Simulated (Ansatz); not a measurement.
CuSn, space group P6_3/mmc: a comparison of functionals at one structure, run with Ansatz 0.2.0 through its Python package.

The script reads `POSCAR_cusn`:
```text
CuSn
1.0
   4.19000000    0.00000000    0.00000000
  -2.09500000    3.62864644    0.00000000
   0.00000000    0.00000000    5.08600000
Cu Sn
2 2
Direct
   0.00000000    0.00000000    0.00000000
   0.00000000    0.00000000    0.50000000
   0.33333333    0.66666667    0.25000000
   0.66666667    0.33333333    0.75000000
```

`cusn_xc.py`:
```python
# -*- coding: utf-8 -*-
"""One structure of CuSn under several functionals."""

import warnings

import ansatz as az
from ase.io import read
from tabulate import tabulate

warnings.simplefilter("ignore", az.DeckWarning)

atoms = read("POSCAR_cusn", format="vasp")
structure = az.Crystal.from_ase(atoms)

calc = structure.calculation()
calc = calc.basis(550)
calc = calc.kpoints(7, 7, 5, center="gamma")
calc = calc.occupations("fermi_dirac", width=0.15)
calc = calc.stress()

rows = []
for value in ["blyp", "lda", "pbesol"]:
    r = calc.functional(value).run(threads=1).report
    rows.append((value, r["free_energy_ev"] / len(r["lattice"]["sites"]), r["n_iterations"], sum(r["stress_gpa"][i][i] for i in range(3)) / 3, r["n_kpoints"]))

print(tabulate(rows, headers=["functional", "F/atom (eV)", "iterations", "P (GPa)", "k-points"], floatfmt=".4f", tablefmt="plain"))
```

Rank the functionals by the pressure that they give at this structure. What does the order say about their lattices?

From lowest to highest: LDA (-7.1 GPa), PBEsol (-4.3 GPa) and BLYP (5.9 GPa). At a fixed cell a lower pressure usually means a smaller equilibrium volume, so LDA prefers the smallest cell and BLYP the largest.

The output:

Output of `python cusn_xc.py`:
```text
functional      F/atom (eV)    iterations    P (GPa)    k-points
blyp             -6337.3442             7     5.8809          24
lda              -6217.6560             7    -7.0640          24
pbesol           -6269.3280             6    -4.3302          24
```

Caveats:
- BLYP can be off by several per cent in the lattices of metals, and by several GPa in the pressure at a fixed cell.
- For a metal this k-point mesh is coarse: on a finer one energies can move by several to tens of meV an atom and pressures by half a GPa or more, differences at one mesh by less.
- A Fermi-Dirac width this large means warm electrons, whose thermal share enters the free energy.
- Pressure is positive in compression.
- The starting cell is as deposited in a crystallographic database; the results hold for this polymorph, which needn't be the stable one.
- Total energies of different functionals can't be compared; pressures, moments and gaps at this one structure can.
- It ran for 22 s on 1 thread of Arm Neoverse V1 (shared host), peak memory 0.53 GiB.
